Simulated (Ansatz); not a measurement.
# BW (I4_1/amd) in Ansatz: band structure with PBEsol

Aim: the band structure of BW with PBEsol.

All numbers are computed with Ansatz 0.2.0; they aren't measurements. Logs are shortened: lines on timing, memory, paths and dates and some standing lists are left out, and cuts for length are marked.

## Step 1: Starting point

The structure is tetragonal, space group I4_1/amd (No. 141). The conventional cell has a = 3.115 Å, b = 3.115 Å, c = 16.930 Å, α = 90.00°, β = 90.00°, γ = 90.00°. W (site symmetry 2mm) is surrounded by 6 B at 2.24 to 2.35 Å. Around B (site symmetry 2mm) lie 2 B at 1.74 Å.

## Step 2: Band structure, PBEsol

File input.yaml:

```yaml
crystal:
  lattice:
    - [-1.5575, 1.5575, 8.465]
    - [1.5575, -1.5575, 8.465]
    - [1.5575, 1.5575, -8.465]
  atoms:
    - { symbol: W, position: [0.803, 0.803, 0.0] }
    - { symbol: W, position: [0.553, 0.053, 0.5] }
    - { symbol: W, position: [0.947, 0.447, 0.5] }
    - { symbol: W, position: [0.197, 0.197, 0.0] }
    - { symbol: B, position: [0.648, 0.648, 0.0] }
    - { symbol: B, position: [0.398, 0.898, 0.5] }
    - { symbol: B, position: [0.102, 0.602, 0.5] }
    - { symbol: B, position: [0.352, 0.352, 0.0] }
hamiltonian:
  xc: pbesol
  pseudopotentials: { kind: paw }
kpoints:
  mp_grid: { grid: [12, 12, 12] }
  band_path:
    path:
      - [[0.0, 0.0, 0.0], [-0.5, 0.5, 0.0], [-0.5, 0.5, -0.0169266958], [-0.2584633479, 0.2584633479, -0.2584633479], [0.0, 0.0, 0.0], [0.5, 0.5, -0.5], [0.2584633479, 0.7415366521, -0.7415366521], [0.0, 0.5, -0.5], [-0.25, 0.75, -0.25], [0.0169266958, 0.9830733042, -0.5], [0.5, 0.5, -0.5]]
      - [[-0.5, 0.5, 0.0], [-0.25, 0.75, -0.25]]
    npoints: 10
scf:
  occupations: { method: fermi_dirac, width: 0.05 }
  n_extra_bands: 20
output:
  forces: true
  stress: true
  eigenvalues: true
  fatbands: true
```

Potentials or basis: Ansatz PAW.

Run with:

```bash
> ansatz run input.yaml --threads 4 --pin off --max-ram 11264MiB --backend cpu --events-out ev --progress --plain --runs-dir out
```

Standard output:

```text
Warning: RAYON_NUM_THREADS=4 ignored (pool sized by the plan → 4); use --threads N
basis.fft_grid_basis auto: the FFT boxes are laid along the combinations [[1, 0, 1], [0, 1, 1], [0, 0, 1]] of the cell's own vectors, 3.115, 3.115 and 8.747 Å long. The dense box has 24×24×60 points. Along the cell's own vectors, as sized, it would have 60×60×60, 6.25 times as many. Of the 16 symmetry operations that the crystal satisfies within crystal.symmetry.tolerance (time reversal apart; of a slab, those that keep its plane) the dense box along the cell's own vectors carries 16, and the one as laid loses 12 of those. basis.fft_grid_basis: typed keeps the cell's own vectors: state it where this run's energies or levels are differenced outside the engine with another run's, or held beside a run that keeps those vectors.
scf.n_extra_bands = 20 over 34 filled bands (N_el = 68.0): the run solves 54 bands
Engine: ansatz 0.2.0, x86_64-unknown-linux-gnu
Pseudopotentials: kind: paw
Pseudopotential: W, paw, valence charge 14, recommended cutoff 420 eV (normal), W.paw.azcp
Pseudopotential: B, paw, valence charge 3, recommended cutoff 420 eV (normal), B.paw.azcp
Functional definition: PBEsol
  exchange = pbesol_x
  correlation = pbesol_c
Crystal: 8 atoms, lattice volume = 82.138 Å³
Basis set: ecut = 420 eV, 1641 PW (Γ), FFT grids on a1+a3, a2+a3, a3, exchange–correlation on 48×48×120 points (8 copies of the dense FFT grid, shifted against one another)
Bands: 54, of which v1, the nominal top of the filled ones, is band 34 counted from 1 (33 counted from 0)
Symmetry: 16 space group operations
Space group: I41/amd (ITA 141), of the structure as read, at distance tolerance 4.3e-5 Å
k-points: 163 of 1728
Non-local potential: W, projectors of the file, l = 0: 3, l = 1: 2, l = 2: 2, l = 3: 1
Non-local potential: B, projectors of the file, l = 0: 2, l = 1: 2, l = 2: 1
PAW form: soft (Blöchl's): semilocal exchange-correlation on the pseudo side does not see the compensation charge
PAW frozen core: W, regenerated for the run's functional, and the local potential with it (the file was generated under x = pbe(κ = 0.804, μ = 0.2195149727645171), c = pbe(β = 0.06672455060314922))
PAW frozen core: B, regenerated for the run's functional, and the local potential with it (the file was generated under x = pbe(κ = 0.804, μ = 0.2195149727645171), c = pbe(β = 0.06672455060314922))
PAW one-centre angular grid: W, 590 points (default); XC on 64 Gauss nodes
PAW one-centre angular grid: B, 110 points (default); XC on 64 Gauss nodes
Initial density: superposition of atomic densities (neutral atoms: chi_scale 0, normalization atom), corrected by the library's trained network
Initial wavefunctions: pseudopotential atomic-orbital guess
Functional: x = pbesol(κ = 0.804, μ = 0.12345679012345678), c = pbesol(β = 0.046)
SCF iter   1: F=—  HF=-41639.845214 eV  |F-HF|=—  |Δ(HF+E_count)|=         —  Δρ=5.13e-3  dr2=3.06e-2  ethr=1.77e-3  ⟨swp⟩=5.7  Hψ=37011  notcnv=0  defer=311
preconditioner: auto → Kerker (q_TF=auto, 2.644 Å⁻¹)  [metal: Δε(μ)=0.007 eV  Ē_g=10.707 eV  σ=0.050 eV  W_gap=0.03  n_scr=22 (ndim 8)  ℏωp=24.6 eV  f_vac=0.000  D(μ)=2.57/eV (n_scr^D=22)]
SCF iter   2: F=—  HF=-41639.840927 eV  |F-HF|=—  |Δ(HF+E_count)|=   4.29e-3  Δρ=3.19e-3  dr2=1.29e-2  ethr=4.50e-5  ⟨swp⟩=1.0  Hψ=10292  notcnv=0  defer=1041
SCF iter   3: F=—  HF=-41639.837762 eV  |F-HF|=—  |Δ(HF+E_count)|=   3.16e-3  Δρ=2.92e-4  dr2=1.07e-4  ethr=1.89e-5  ⟨swp⟩=2.0  Hψ=9881  notcnv=0  defer=1041
SCF iter   4: F=—  HF=-41639.837746 eV  |F-HF|=—  |Δ(HF+E_count)|=   1.58e-5  Δρ=6.88e-5  dr2=3.12e-6  ethr=1.57e-7  ⟨swp⟩=2.0  Hψ=9951  notcnv=0  defer=1041
SCF iter   5: F=—  HF=-41639.837755 eV  |F-HF|=—  |Δ(HF+E_count)|=   8.28e-6  Δρ=9.02e-6  dr2=9.51e-8  ethr=4.58e-9  ⟨swp⟩=2.0  Hψ=9887  notcnv=0  defer=1041
SCF iter   6: F=-41639.837755 eV  HF=-41639.837755 eV  |F-HF|=7.13e-10  |Δ(HF+E_count)|=   2.34e-8  Δρ=1.34e-6  dr2=1.35e-9  ethr=1.40e-10  ⟨swp⟩=8.2  Hψ=39512  notcnv=0
SCF 1 converged in 6 iterations: F = -41639.837755 eV  dr2 = 1.35e-9
NSCF: frozen V_eff on 112 k-points
SCF converged after 6 iterations
Free energy (F): -41639.837755 eV
Harris-Foulkes:  -41639.837755 eV  (|F-HF|=7.13e-10)
Internal energy: -41639.816632 eV  (E = F + TS)
E sigma→0 (E₀):  -41639.827193 eV
Entropy (-TS):   -0.021122 eV (-2.640 meV/atom)
Fermi energy:    21.835596 eV
--- Per-component energies (eV) ---
  E_band       = -246.098863
  E_kinetic    = 2020.436898
  E_local      = -2563.865449  (includes V_loc(G=0)·N_el)
  E_nonlocal   = 55.671090
  E_hartree    = 941.300188
  E_xc         = -1198.212134
  E_vxc        = -1119.093339  (∫ρ·V_xc dr)
  E_paw        = -34047.673728  (= ΣΔE_a)
  E_vpaw       = -521.848802  (= ΣTr[D̂ρ^β])
  E_aug_tail   = -0.000284  (compensation charges beyond the density's cutoff)
  E_ewald      = -6848.419225
  E_core_change = 0.946012  (= ΣΔE_core)
  E_smearing   = -0.021122  (= −TS)
  E_closure    = 0.000000  (closes the sum)
  Σ components = -41639.837755   (vs F -41639.837755, Δ=0.00e0)
--- Forces (eV/Å), atoms counted from 1 ---
  atom   1  W     -0.00000000     0.00000000    -0.54473048
  atom   2  W     -0.00000000     0.00000000    -0.54473048
  atom   3  W      0.00000000     0.00000000     0.54473048
  atom   4  W      0.00000000     0.00000000     0.54473048
  atom   5  B     -0.00000000     0.00000000     2.05311410
  atom   6  B      0.00000000     0.00000000     2.05311410
  atom   7  B      0.00000000     0.00000000    -2.05311410
  atom   8  B     -0.00000000     0.00000000    -2.05311410
  max |Σ_I F_I| component: 4.44e-16 eV/Å
--- Stress (GPa, compression-positive) ---
        1.586235       0.000000       0.000000
        0.000000       1.586235       0.000000
        0.000000       0.000000       6.486971
  P = ⅓ Tr σ = 3.2198 GPa (32.198 kbar)
--- Band table (eV; the first three rows and the last of 163) ---
  k-point 0: bands = ["-52.6932", "-52.6609", "-52.6178", "-52.5851", "-17.4336", "-17.0386", "-17.0286", "-16.9977", "-16.9977", "-16.9972", "-16.9972", "-16.7120", "-16.7120", "-16.6559", "-16.6559", "-16.6011", "7.4031", "8.6057", "11.7934", "12.9600", "15.9012", "16.0717", "16.1408", "16.1408", "16.6334", "16.6334", "16.7142", "17.9858", "18.1288", "18.5011", "20.7441", "20.7441", "21.2763", "21.9934", "22.1012", "22.1811", "22.1811", "22.4883", "23.0416", "24.0861", "24.5831", "24.5831", "26.3681", "26.4317", "26.4317", "26.5306", "26.5306", "26.8488", "27.9012", "28.5834", "28.9063", "30.2744", "30.7996", "30.8138"]
  k-point 1: bands = ["-52.6886", "-52.6573", "-52.6182", "-52.5866", "-17.4155", "-17.1327", "-17.0757", "-17.0175", "-17.0038", "-17.0013", "-16.9111", "-16.7324", "-16.7104", "-16.6971", "-16.6576", "-16.6007", "7.6377", "8.7334", "12.0830", "13.1846", "15.3793", "15.5043", "15.6487", "16.4072", "16.6692", "16.8034", "16.8274", "18.3272", "18.5588", "18.8941", "19.9026", "20.4304", "21.1898", "21.2098", "21.7238", "21.9308", "22.6495", "22.7240", "23.4023", "23.8665", "23.9801", "24.8308", "26.1779", "26.3124", "26.4455", "26.8671", "26.8976", "28.2310", "28.4824", "28.5392", "28.6328", "30.5618", "30.7609", "30.7839"]
  k-point 2: bands = ["-52.6758", "-52.6477", "-52.6191", "-52.5909", "-17.3678", "-17.2182", "-17.1629", "-17.0681", "-17.0570", "-17.0055", "-16.8579", "-16.8087", "-16.7792", "-16.7109", "-16.6506", "-16.6151", "8.2769", "9.1038", "12.8990", "13.7065", "14.5747", "14.8389", "14.9117", "15.8556", "17.0550", "17.1324", "17.1667", "18.4609", "18.5538", "19.2765", "19.7202", "19.7470", "19.9114", "20.3838", "20.9169", "22.3338", "22.9311", "23.5772", "23.5902", "23.6701", "24.2946", "25.4883", "26.0339", "26.6458", "26.7950", "27.6012", "27.6079", "28.1813", "28.4827", "29.4214", "29.9899", "30.2483", "31.0429", "31.2495"]
  k-point 162: bands = ["-52.6804", "-52.6804", "-52.5981", "-52.5981", "-17.3195", "-17.3195", "-17.0368", "-17.0368", "-16.9431", "-16.9431", "-16.7479", "-16.7479", "-16.7314", "-16.7314", "-16.6349", "-16.6349", "7.9087", "7.9087", "12.5000", "12.5000", "16.1428", "16.1428", "16.2108", "16.2108", "16.6267", "16.6267", "16.8823", "16.8823", "18.3677", "18.3677", "20.9827", "20.9827", "21.5477", "21.5477", "21.8153", "21.8153", "22.7920", "22.7920", "23.6467", "23.6467", "24.3684", "24.3684", "25.9051", "25.9051", "26.6850", "26.6850", "27.3695", "27.3695", "27.8152", "27.8152", "29.4984", "29.4984", "30.1987", "30.1987"]
```

Wall time 15 s (4 threads of Intel Xeon Platinum 8375C at 2.90GHz (Ice Lake), shared host); peak memory 0.83 GiB.

What came out:

- Free energy: -41639.8378 eV
- Pressure: 3.2 GPa
- Largest force: 2.053 eV/Å
- Band gap on the k mesh: none (metal or under the smearing width)

Forces in eV/Å, atoms in the order of the input:
```
W    0.000  0.000 -0.545
W    0.000  0.000 -0.545
W    0.000  0.000  0.545
W    0.000  0.000  0.545
B    0.000  0.000  2.053
B    0.000  0.000  2.053
B    0.000  0.000 -2.053
B    0.000  0.000 -2.053
```

Levels at the corners of the path, in eV from the Fermi level:
```tsv
point	band 30	band 31	band 32	band 33	band 34	band 35	band 36	band 37
Γ	-3.33	-1.09	-1.09	-0.56	0.16	0.27	0.35	0.35
X	-3.09	-2.77	-2.77	2.41	2.41	2.45	2.45	2.61
Y	-3.10	-2.78	-2.78	2.37	2.37	2.45	2.45	2.60
S	-3.05	-2.46	-2.38	-1.88	-1.80	0.48	0.49	1.31
Γ	-3.33	-1.09	-1.09	-0.56	0.16	0.27	0.35	0.35
Z	-3.47	-0.85	-0.85	-0.29	-0.29	-0.02	-0.02	0.96
S1	-3.05	-2.46	-2.38	-1.88	-1.80	0.48	0.49	1.31
N	-3.07	-2.56	-2.53	-1.81	-1.24	-0.55	1.02	1.27
P	-3.08	-2.78	-2.78	2.42	2.42	2.44	2.44	2.62
Y1	-3.10	-2.78	-2.78	2.37	2.37	2.45	2.45	2.60
Z	-3.47	-0.85	-0.85	-0.29	-0.29	-0.02	-0.02	0.96
X	-3.09	-2.77	-2.77	2.41	2.41	2.45	2.45	2.61
P	-3.08	-2.78	-2.78	2.42	2.42	2.44	2.44	2.62
```

Caveat: spin-orbit coupling is left out, which moves the levels of the heavy elements; the PAW data sets come from PBE, with cores solved anew for the run's functional, which leaves a small shift of forces and pressure; forces of over 1 eV/Å show positions far from the minimum, so gaps and moduli don't describe the material at rest.

## Step 3: The reference run

An earlier run on the cell as given: functional PBEsol; potentials or basis Ansatz PAW; cutoff 420 eV (not typed: the program's choice for these potentials); k mesh 12 × 12 × 12; occupations fermi-dirac, width 0.05 eV; no spin polarisation.

* Pressure: 3.2 GPa
* Largest force: 2.053 eV/Å
* Band gap on the k mesh: none (metal or under the smearing width)
